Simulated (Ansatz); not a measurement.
# VCrC2 (R-3m) in Ansatz: further runs

Aim: see how the results for VCrC2 move with the level of theory and the settings. Levels: PBEsol, PBEsol+U. Tasks: band structure.

Everything below comes from runs of Ansatz 0.2.0. Logs are shortened: lines on timing, memory, paths and dates and some standing lists are left out, and cuts for length are marked.

## 1. The structure

The structure is trigonal, space group R-3m (No. 166). Conventional cell: a = 2.921 Å, b = 2.921 Å, c = 14.218 Å, α = 90.00°, β = 90.00°, γ = 120.00°. Around Cr (site symmetry -3m) lie 6 C at 2.05 Å. V (site symmetry -3m) is surrounded by 6 C at 2.07 Å. C (site symmetry 3m) is surrounded by 3 Cr at 2.05 Å and 3 V at 2.07 Å.

The cell comes from a database or a generator and needn't be the stable form of this composition.

## 2. Band structure, PBEsol, collinear spin, ferromagnetic start

Input file input.yaml:

```yaml
crystal:
  lattice:
    - [1.4606320425, 0.8432963029, 4.7393853233]
    - [-1.4606320425, 0.8432963029, 4.7393853233]
    - [0.0, -1.6865926058, 4.7393853233]
  atoms:
    - { symbol: Cr, position: [0.5, 0.5, 0.5], spin: 3.0 }
    - { symbol: V, position: [0.0, 0.0, 0.0], spin: 2.0 }
    - { symbol: C, position: [0.248759, 0.248759, 0.248759] }
    - { symbol: C, position: [0.751241, 0.751241, 0.751241] }
hamiltonian:
  xc: pbesol
  pseudopotentials: { kind: paw }
magnetization:
  spin_polarized: true
kpoints:
  mp_grid: { grid: [11, 11, 11] }
  band_path:
    path:
      - [[0.0, 0.0, 0.0], [0.5, 0.0, 0.0], [0.5, 0.1877735979, -0.1877735979]]
      - [[0.8122264021, 0.5, 0.1877735979], [0.5, 0.5, 0.5], [0.0, 0.0, 0.0], [0.3438867989, 0.0, -0.3438867989]]
      - [[0.6561132011, 0.3438867989, 0.0], [0.5, 0.5, 0.0], [0.6561132011, 0.6561132011, 0.1877735979], [0.5, 0.5, 0.5]]
      - [[0.5, 0.0, 0.0], [0.8122264021, 0.3438867989, 0.3438867989]]
    npoints: 14
scf:
  occupations: { method: fermi_dirac, width: 0.05 }
  n_extra_bands: 10
output:
  forces: true
  stress: true
  eigenvalues: true
  fatbands: true
```

Potentials or basis: Ansatz PAW.

On the command line:

```bash
> ansatz run input.yaml --threads 2 --pin off --max-ram 5632MiB --backend cpu --events-out ev --progress --plain --runs-dir out
```

The log of the run:

```text
Warning: RAYON_NUM_THREADS=2 ignored (pool sized by the plan → 2); use --threads N
basis.fft_grid_basis auto: the FFT boxes are laid along the combinations [[1, 0, -1], [0, 1, -1], [0, 0, 1]] of the cell's own vectors, 2.921, 2.921 and 5.031 Å long. The dense box has 20×20×36 points. Along the cell's own vectors, as sized, it would have 36×36×36, 3.24 times as many. Of the 12 symmetry operations that the crystal satisfies within crystal.symmetry.tolerance (time reversal apart; of a slab, those that keep its plane) the dense box along the cell's own vectors carries 12, and the one as laid loses 8 of those. basis.fft_grid_basis: typed keeps the cell's own vectors: state it where this run's energies or levels are differenced outside the engine with another run's, or held beside a run that keeps those vectors.
scf.n_extra_bands = 10 over 18 filled bands (N_el = 35.0): the run solves 28 bands
Engine: ansatz 0.2.0, x86_64-unknown-linux-gnu
Pseudopotentials: kind: paw
Pseudopotential: Cr, paw, valence charge 14, recommended cutoff 420 eV (normal), Cr.paw.azcp
Pseudopotential: V, paw, valence charge 13, recommended cutoff 420 eV (normal), V.paw.azcp
Pseudopotential: C, paw, valence charge 4, recommended cutoff 420 eV (normal), C.paw.azcp
Functional definition: PBEsol
  exchange = pbesol_x
  correlation = pbesol_c
Crystal: 4 atoms, lattice volume = 35.026 Å³
Basis set: ecut = 420 eV, 675 PW (Γ), FFT grids on a1−a3, a2−a3, a3, exchange–correlation on 40×40×72 points (8 copies of the dense FFT grid, shifted against one another)
Bands: 28, of which v1, the nominal top of the filled ones, is band 18 counted from 1 (17 counted from 0)
Symmetry: 12 space group operations
Space group: R-3m (ITA 166), of the structure as read, at distance tolerance 3.3e-5 Å
Magnetic group: BNS 166.97 (UNI 1327), of the structure as read, at distance tolerance 3.3e-5 Å
k-points: 146 of 1331
Non-local potential: Cr, projectors of the file, l = 0: 3, l = 1: 2, l = 2: 3, l = 3: 1
Non-local potential: V, projectors of the file, l = 0: 3, l = 1: 2, l = 2: 3, l = 3: 1
Non-local potential: C, projectors of the file, l = 0: 2, l = 1: 2, l = 2: 1
PAW form: soft (Blöchl's): semilocal exchange-correlation on the pseudo side does not see the compensation charge
PAW frozen core: Cr, regenerated for the run's functional, and the local potential with it (the file was generated under x = pbe(κ = 0.804, μ = 0.2195149727645171), c = pbe(β = 0.06672455060314922))
PAW frozen core: V, regenerated for the run's functional, and the local potential with it (the file was generated under x = pbe(κ = 0.804, μ = 0.2195149727645171), c = pbe(β = 0.06672455060314922))
PAW frozen core: C, regenerated for the run's functional, and the local potential with it (the file was generated under x = pbe(κ = 0.804, μ = 0.2195149727645171), c = pbe(β = 0.06672455060314922))
PAW one-centre angular grid: Cr, 590 points (default); XC on 64 Gauss nodes
PAW one-centre angular grid: V, 590 points (default); XC on 64 Gauss nodes
PAW one-centre angular grid: C, 110 points (default); XC on 64 Gauss nodes
Initial density: superposition of atomic densities (chi_scale 0.1, normalization cell, long waves kept (reshape's long-wave potential 0.00 eV rms))
Starting moments: Σ|m| = 5 μB on 2 of 4 sites
Initial wavefunctions: pseudopotential atomic-orbital guess
Functional: x = pbesol(κ = 0.804, μ = 0.12345679012345678), c = pbesol(β = 0.046)
SCF iter   1: F=—  HF=-6735.949484 eV  |F-HF|=—  |Δ(HF+E_count)|=         —  Δρ=2.56e-1 (↑2.56e-1 ↓8.88e-2)  dr2=2.37e1  dr2_m=7.06e0  M=0.463 μB ∫|m|=0.543 μB  β_m=0.30  ethr=3.10e-3  ⟨swp⟩=4.5  Hψ=28334  notcnv=0  defer=14
Mixer restart at iter 1: flushing history
preconditioner: auto → Kerker (q_TF=auto, 2.728 Å⁻¹)  [metal: Δε(μ)=0.005 eV  Ē_g=10.900 eV  σ=0.050 eV  W_gap=0.03  n_scr=16 (ndim 8)  ℏωp=27.3 eV  f_vac=0.000  D(μ)=2.17/eV (n_scr^D=28)]
spin=Collinear: Kerker preconditioning applied to the charge; magnetization (m = ρ↑ − ρ↓) channel mixes plain (no charge-response kernel on spin).
SCF iter   2: F=—  HF=-6730.122654 eV  |F-HF|=—  |Δ(HF+E_count)|=    5.83e0  Δρ=1.43e-1 (↑1.43e-1 ↓6.83e-2)  dr2=5.63e0  dr2_m=3.07e0  M=0.579 μB ∫|m|=0.681 μB  β_m=0.47  ethr=3.10e-3  ⟨swp⟩=3.0  Hψ=19531  notcnv=0  defer=546
SCF iter   3: F=—  HF=-6728.150599 eV  |F-HF|=—  |Δ(HF+E_count)|=    1.97e0  Δρ=3.71e-2 (↑1.92e-2 ↓3.71e-2)  dr2=4.84e-1  dr2_m=1.64e-1  M=0.719 μB ∫|m|=0.847 μB  β_m=0.69  ethr=3.10e-3  ⟨swp⟩=2.6  Hψ=15846  notcnv=0  defer=548
SCF iter   4: F=—  HF=-6728.659428 eV  |F-HF|=—  |Δ(HF+E_count)|=   5.09e-1  Δρ=1.25e-2 (↑9.22e-3 ↓1.25e-2)  dr2=4.70e-2  dr2_m=2.62e-2  M=0.563 μB ∫|m|=0.686 μB  β_m=0.76  ethr=1.38e-3  ⟨swp⟩=2.7  Hψ=16935  notcnv=0  defer=554
SCF iter   5: F=—  HF=-6728.675106 eV  |F-HF|=—  |Δ(HF+E_count)|=   1.57e-2  Δρ=6.61e-3 (↑4.30e-3 ↓6.61e-3)  dr2=8.60e-3  dr2_m=8.00e-3  M=0.467 μB ∫|m|=0.579 μB  β_m=0.88  ethr=1.34e-4  ⟨swp⟩=2.1  Hψ=15170  notcnv=0  defer=553
SCF iter   6: F=—  HF=-6728.683413 eV  |F-HF|=—  |Δ(HF+E_count)|=   8.31e-3  Δρ=5.84e-3 (↑5.84e-3 ↓4.83e-3)  dr2=1.78e-2  dr2_m=5.99e-3  M=0.381 μB ∫|m|=0.475 μB  β_m=0.94  ethr=2.46e-5  ⟨swp⟩=2.2  Hψ=12438  notcnv=0  defer=553
SCF iter   7: F=—  HF=-6728.684398 eV  |F-HF|=—  |Δ(HF+E_count)|=   9.85e-4  Δρ=6.52e-3 (↑6.52e-3 ↓4.15e-3)  dr2=5.79e-3  dr2_m=8.49e-3  M=0.293 μB ∫|m|=0.369 μB  β_m=0.97  ethr=2.46e-5  ⟨swp⟩=2.0  Hψ=15250  notcnv=0  defer=553
SCF iter   8: F=—  HF=-6728.684261 eV  |F-HF|=—  |Δ(HF+E_count)|=   1.37e-4  Δρ=4.54e-3 (↑4.54e-3 ↓2.42e-3)  dr2=5.06e-3  dr2_m=3.39e-3  M=0.215 μB ∫|m|=0.275 μB  β_m=0.98  ethr=1.65e-5  ⟨swp⟩=1.5  Hψ=9492  notcnv=0  defer=553
SCF iter   9: F=—  HF=-6728.684689 eV  |F-HF|=—  |Δ(HF+E_count)|=   4.28e-4  Δρ=3.04e-3 (↑3.04e-3 ↓1.59e-3)  dr2=9.24e-4  dr2_m=1.68e-3  M=0.170 μB ∫|m|=0.216 μB  β_m=0.60  ethr=1.45e-5  ⟨swp⟩=2.5  Hψ=12717  notcnv=0  defer=553
SCF iter  10: F=—  HF=-6728.684479 eV  |F-HF|=—  |Δ(HF+E_count)|=   2.10e-4  Δρ=1.26e-3 (↑3.47e-4 ↓1.26e-3)  dr2=6.89e-4  dr2_m=1.25e-4  M=0.115 μB ∫|m|=0.147 μB  β_m=1.00  ethr=2.64e-6  ⟨swp⟩=2.0  Hψ=14559  notcnv=0  defer=553
SCF iter  11: F=—  HF=-6728.684619 eV  |F-HF|=—  |Δ(HF+E_count)|=   1.40e-4  Δρ=8.82e-4 (↑8.82e-4 ↓7.01e-4)  dr2=6.59e-4  dr2_m=7.06e-5  M=0.052 μB ∫|m|=0.069 μB  β_m=1.00  ethr=1.97e-6  ⟨swp⟩=2.1  Hψ=11262  notcnv=0  defer=553
SCF iter  12: F=—  HF=-6728.684603 eV  |F-HF|=—  |Δ(HF+E_count)|=   1.57e-5  Δρ=3.26e-4 (↑3.26e-4 ↓1.67e-4)  dr2=5.02e-5  dr2_m=9.65e-6  M=0.008 μB ∫|m|=0.013 μB  β_m=1.00  ethr=1.88e-6  ⟨swp⟩=2.0  Hψ=10631  notcnv=0  defer=553
SCF iter  13: F=—  HF=-6728.684598 eV  |F-HF|=—  |Δ(HF+E_count)|=   5.35e-6  Δρ=7.68e-5 (↑7.40e-5 ↓7.68e-5)  dr2=5.80e-6  dr2_m=8.03e-7  M=0.004 μB ∫|m|=0.005 μB  β_m=1.00  ethr=1.43e-7  ⟨swp⟩=2.0  Hψ=12549  notcnv=0  defer=553
SCF iter  14: F=—  HF=-6728.684597 eV  |F-HF|=—  |Δ(HF+E_count)|=   2.81e-7  Δρ=7.12e-5 (↑7.12e-5 ↓4.14e-5)  dr2=8.53e-7  dr2_m=9.44e-7  M=0.006 μB ∫|m|=0.008 μB  β_m=0.90  ethr=1.66e-8  ⟨swp⟩=2.3  Hψ=12415  notcnv=0  defer=553
SCF iter  15: F=—  HF=-6728.684597 eV  |F-HF|=—  |Δ(HF+E_count)|=   4.06e-9  Δρ=3.13e-5 (↑9.71e-6 ↓3.13e-5)  dr2=3.88e-7  dr2_m=1.05e-7  M=0.003 μB ∫|m|=0.004 μB  β_m=0.88  ethr=2.44e-9  ⟨swp⟩=2.0  Hψ=12065  notcnv=0  defer=553
SCF iter  16: F=—  HF=-6728.684597 eV  |F-HF|=—  |Δ(HF+E_count)|=   7.32e-8  Δρ=4.51e-6 (↑3.94e-6 ↓4.51e-6)  dr2=3.76e-9  dr2_m=4.44e-9  M=0.001 μB ∫|m|=0.001 μB  β_m=0.94  ethr=1.11e-9  ⟨swp⟩=2.0  Hψ=13452  notcnv=0  defer=553
SCF iter  17: F=—  HF=-6728.684597 eV  |F-HF|=—  |Δ(HF+E_count)|=   6.18e-9  Δρ=3.27e-6 (↑3.27e-6 ↓2.97e-6)  dr2=3.00e-10  dr2_m=3.07e-9  M=0.000 μB ∫|m|=0.000 μB  β_m=0.97  ethr=1.08e-11  ⟨swp⟩=2.1  Hψ=13670  notcnv=0  defer=553
SCF iter  18: F=—  HF=-6728.684597 eV  |F-HF|=—  |Δ(HF+E_count)|=  7.36e-10  Δρ=8.85e-7 (↑2.97e-7 ↓8.85e-7)  dr2=4.02e-10  dr2_m=7.36e-11  M=-0.000 μB ∫|m|=0.000 μB  β_m=0.99  ethr=1.00e-12  ⟨swp⟩=3.0  Hψ=15831  notcnv=0  defer=553
SCF iter  19: F=-6728.684597 eV  HF=-6728.684597 eV  |F-HF|=1.37e-9  |Δ(HF+E_count)|=  6.18e-11  Δρ=8.39e-7 (↑8.39e-7 ↓7.22e-7)  dr2=1.42e-9  dr2_m=1.37e-12  M=-0.000 μB ∫|m|=0.000 μB  ethr=1.00e-12  ⟨swp⟩=6.2  Hψ=28396  notcnv=0
SCF 1 converged in 19 iterations: F = -6728.684597 eV  dr2 = 1.42e-9
WARN: the starting moments were not kept: the SCF closed with an absolute magnetisation of 3.9e-5 μB, where they sum to 5 μB in size (2 sites). That is at most 0.1 of that sum. Measured as dr2_m measures the in/out step, that magnetisation stands 1.3e-9 eV from none, at or under the dr2_threshold of 1.0e-7 eV: it is no larger than a step whose dr2_m would equal this threshold. The system may hold no moment; this SCF shows only that its start led to no more than that. To try another start: raise the starting moments (crystal.atoms[].spin, magnetization.per_species, magnetization.initial_magnetization, or on a non-collinear deck that types none of these the spinor_matrix: blocks that start its atoms; where the total moment is fixed, keep their sum and leave initial_magnetization as it is; typed ones take the place of any that the run laid by itself, positive ones on a crystal's lanthanoids without a Hubbard term where scf.initial_density.shell_occupations: [] is typed) or, if the notice of its spin-set hold's release reads "site moments contracting" or "site moments show no strong build", lengthen the hold (scf.mixing.spin_hold: { on: { confirm: 4 } }; for m-r²SCAN on two components see the key's manual first). Each may lead to a state that holds a moment. A second SCF, from the converged charge density, with the starting moments and any scf.initial_density.shell_occupations laid on it anew, would have followed, and was not run: the deck does not ask for one (magnetization.retry_lost_moments is false, the default). To let it run, set magnetization.retry_lost_moments: true and run the deck again, where that key's refused combinations let it; where memory then withholds it, that run's warning says so.
NSCF: frozen V_eff on 130 k-points
SCF converged after 19 iterations
Magnetization: -0.0000 μB (17.5000 up, 17.5000 down)
Absolute magnetization: 0.0000 μB (∫|ρ↑−ρ↓|, with the PAW one-centre terms)
Spin contamination: 0.0000 ħ² per cell (⟨S²⟩ above its minimum at these occupations)
Per-site moments (μB) at R_I (Å): [(-2.960980909046225e-5, 0.8460730164247826), (8.375514245085238e-7, 0.8544406921839741), (1.1845654629090516e-6, 0.8460730164247826), (1.1845654629259276e-6, 0.8460730164247826)]
Free energy (F): -6728.684597 eV
Harris-Foulkes:  -6728.684597 eV  (|F-HF|=1.37e-9)
Internal energy: -6728.656630 eV  (E = F + TS)
E sigma→0 (E₀):  -6728.670614 eV
Entropy (-TS):   -0.027967 eV (-6.992 meV/atom)
Fermi energy:    17.597188 eV
--- Per-component energies (eV) ---
  E_band       = -254.114335
  E_kinetic    = 857.897687
  E_local      = -2268.629774  (includes V_loc(G=0)·N_el)
  E_nonlocal   = 85.433277
  E_hartree    = 990.153097
  E_xc         = -366.066661
  E_vxc        = -464.581266  (∫ρ·V_xc dr)
  E_paw        = -2440.840216  (= ΣΔE_a)
  E_vpaw       = -444.540628  (= ΣTr[D̂ρ^β])
  E_aug_tail   = 0.000560  (compensation charges beyond the density's cutoff)
  E_ewald      = -3586.956480
  E_core_change = 0.351880  (= ΣΔE_core)
  E_smearing   = -0.027967  (= −TS)
  E_closure    = 0.000000  (closes the sum)
  Σ components = -6728.684597   (vs F -6728.684597, Δ=0.00e0)
--- Forces (eV/Å), atoms counted from 1 ---
  atom   1  Cr    -0.00000000    -0.00000000     0.00000000
  atom   2  V     -0.00000000    -0.00000000     0.00000000
  atom   3  C     -0.00000000     0.00000000     0.00594548
  atom   4  C     -0.00000000    -0.00000000    -0.00594548
  max |Σ_I F_I| component: 6.94e-18 eV/Å
--- Stress (GPa, compression-positive) ---
      -11.719151       0.000000       0.000000
        0.000000     -11.719151      -0.000000
       -0.000000       0.000000     -11.781741
  P = ⅓ Tr σ = -11.7400 GPa (-117.400 kbar)
--- Band table (eV; the first three rows and the last of 292) ---
  k-point 0 ↑: bands = ["-54.5672", "-47.1138", "-26.0429", "-25.9651", "-25.9651", "-21.1624", "-20.8946", "-20.8946", "3.0852", "7.2454", "9.7538", "12.8946", "12.8946", "16.1089", "16.1089", "16.1917", "17.0708", "17.0708", "18.3026", "18.3026", "18.5359", "18.5359", "18.6113", "19.7002", "24.4227", "24.4227", "25.6406", "29.0366"]
  k-point 1 ↑: bands = ["-54.5652", "-47.1100", "-26.0396", "-25.9823", "-25.9691", "-21.1580", "-20.9236", "-20.9012", "3.2706", "7.1686", "9.9738", "12.8908", "12.9780", "15.7249", "15.9236", "15.9498", "16.2531", "16.9716", "18.2080", "18.2089", "18.7705", "19.0493", "19.6240", "19.7411", "23.7068", "24.1865", "26.3787", "29.3226"]
  k-point 2 ↑: bands = ["-54.5596", "-47.0999", "-26.0310", "-26.0281", "-25.9799", "-21.1462", "-21.0006", "-20.9187", "3.8005", "7.0156", "10.5316", "12.8180", "13.1981", "14.3178", "15.1108", "15.3989", "16.2981", "17.1254", "18.1374", "18.1700", "19.0717", "19.5173", "19.8780", "21.2398", "22.4964", "23.6298", "27.6643", "29.9375"]
  k-point 145 ↓: bands = ["-54.5652", "-47.1102", "-26.0346", "-25.9825", "-25.9691", "-21.1677", "-20.9234", "-20.9013", "4.5442", "4.8379", "12.9982", "13.1070", "13.8183", "14.0361", "14.2073", "14.5664", "16.6521", "16.8306", "17.6474", "17.7140", "18.9736", "19.4169", "21.1600", "21.2297", "22.6519", "23.0826", "28.9668", "29.2743"]
```

Wall time 17 s (2 threads of AMD EPYC 7R43 (Zen 3), shared host); peak memory 0.59 GiB.

What came out:

* Free energy: -6728.6846 eV
* Pressure: -11.7 GPa
* Largest force: 0.006 eV/Å
* Band gap on the k mesh: none (metal or under the smearing width)
* Net moment: 0.00 μB per cell
* Absolute moment: 0.00 μB per cell

Forces on the atoms (eV/Å):
```
Cr   0.000  0.000  0.000
V    0.000  0.000  0.000
C    0.000  0.000  0.006
C    0.000  0.000 -0.006
```

Levels at the corners of the path, in eV from the Fermi level:
Spin up:
```csv
point,band 15,band 16,band 17,band 18,band 19,band 20
Γ,-1.49,-1.41,-0.53,-0.53,0.71,0.71
L,-3.66,-3.50,-0.56,-0.11,0.34,1.21
B1,-3.87,-3.87,-0.05,0.25,0.46,0.90
B,-3.87,-3.87,-0.05,0.25,0.46,0.90
Z,-3.24,-3.24,-0.77,-0.77,-0.07,-0.07
Γ,-1.49,-1.41,-0.53,-0.53,0.71,0.71
X,-4.08,-3.77,-0.02,0.33,0.49,0.88
Q,-4.08,-3.77,-0.02,0.33,0.49,0.88
F,-3.59,-1.28,-1.19,0.20,0.52,0.54
P1,-3.66,-1.73,-1.25,0.23,0.52,0.90
Z,-3.24,-3.24,-0.77,-0.77,-0.07,-0.07
L,-3.66,-3.50,-0.56,-0.11,0.34,1.21
P,-3.66,-1.73,-1.25,0.23,0.52,0.90
```
Spin down:
```
point  band 14  band 15  band 16  band 17  band 18  band 19  band 20  band 21
    Γ    -1.49    -1.49    -1.41    -0.53    -0.53     0.71     0.71     0.94
    L    -4.63    -3.66    -3.50    -0.56    -0.11     0.34     1.21     1.32
   B1    -4.89    -3.87    -3.87    -0.05     0.25     0.46     0.90     1.72
    B    -4.89    -3.87    -3.87    -0.05     0.25     0.46     0.90     1.72
    Z    -3.63    -3.24    -3.24    -0.77    -0.77    -0.07    -0.07     1.11
    Γ    -1.49    -1.49    -1.41    -0.53    -0.53     0.71     0.71     0.94
    X    -4.85    -4.08    -3.77    -0.02     0.33     0.49     0.88     1.71
    Q    -4.85    -4.08    -3.77    -0.02     0.33     0.49     0.88     1.71
    F    -4.61    -3.59    -1.28    -1.19     0.20     0.52     0.54     1.13
   P1    -4.58    -3.66    -1.73    -1.25     0.23     0.52     0.90     1.22
    Z    -3.63    -3.24    -3.24    -0.77    -0.77    -0.07    -0.07     1.11
    L    -4.63    -3.66    -3.50    -0.56    -0.11     0.34     1.21     1.32
    P    -4.58    -3.66    -1.73    -1.25     0.23     0.52     0.90     1.22
```

Caveat: the starting moments collapsed, and a magnetic state may lie lower; the pressure holds a Pulay correction of +0.4 GPa for the finite cutoff; the PAW data sets come from PBE, with cores solved anew for the run's functional, which leaves a small shift of forces and pressure; the starting moments weren't kept.

(Continued in part 2 of 2.)
